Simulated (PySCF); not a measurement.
# C6H8Ge (phenylgermane): the cost of one run

Computed with PySCF 2.14.0, with density-fitted response routines of our own, on a single molecule, in the gas phase or a continuum. Atoms are numbered from 0 throughout.

## Step 1: The starting structure

15 atoms, charge 0, multiplicity 1; geometry from: GFN2-xTB. The atoms were then displaced at random by about 0.01 Å, so the start is not that level's minimum.

Bonds of the start (Å): Ge0–C1 1.98, C1–C2 1.40, C2–C3 1.33, C3–C4 1.39, C4–C5 1.39, C5–C6 1.40, C6–C1 1.39, Ge0–H7 1.48, Ge0–H8 1.46, Ge0–H9 1.50, C2–H10 1.09, C3–H11 1.10, C4–H12 1.11, C5–H13 1.08, C6–H14 1.07.

## Step 2: Optimising the geometry at PBE0-D3(BJ)/def2-TZVP

The job: settings as JSON, then the geometry in Å.

```
{"job": {"xc": "PBE0", "basis": "def2-TZVP", "d3": "d3bj", "grid": 2, "shake": 0.01, "kind": "geom"}, "charge": 0, "multiplicity": 1}
Ge     2.515340    -0.317970    -0.043790
C      0.552710    -0.056410    -0.014320
C     -0.297790    -1.162260     0.057420
C     -1.618450    -1.008020     0.089070
C     -2.212600     0.249850     0.029980
C     -1.392750     1.373380    -0.039420
C     -0.004610     1.210680    -0.062960
H      3.031090    -0.789930     1.256450
H      2.889380    -1.296220    -1.058800
H      3.184480     0.993380    -0.343310
H      0.149950    -2.153390     0.112740
H     -2.284200    -1.879530     0.158660
H     -3.311810     0.385960     0.049300
H     -1.838560     2.360730    -0.072440
H      0.622490     2.072370    -0.125820
```

Run with:

```bash
$ OMP_NUM_THREADS=2 python probes_run.py task.json out
```

This one command runs all jobs of the session in turn.

**Question.** How long does this first job take on 2 threads of AMD EPYC, shared host, and how much memory does it need?

About 5.7 min, with a peak of 1.7 GiB.
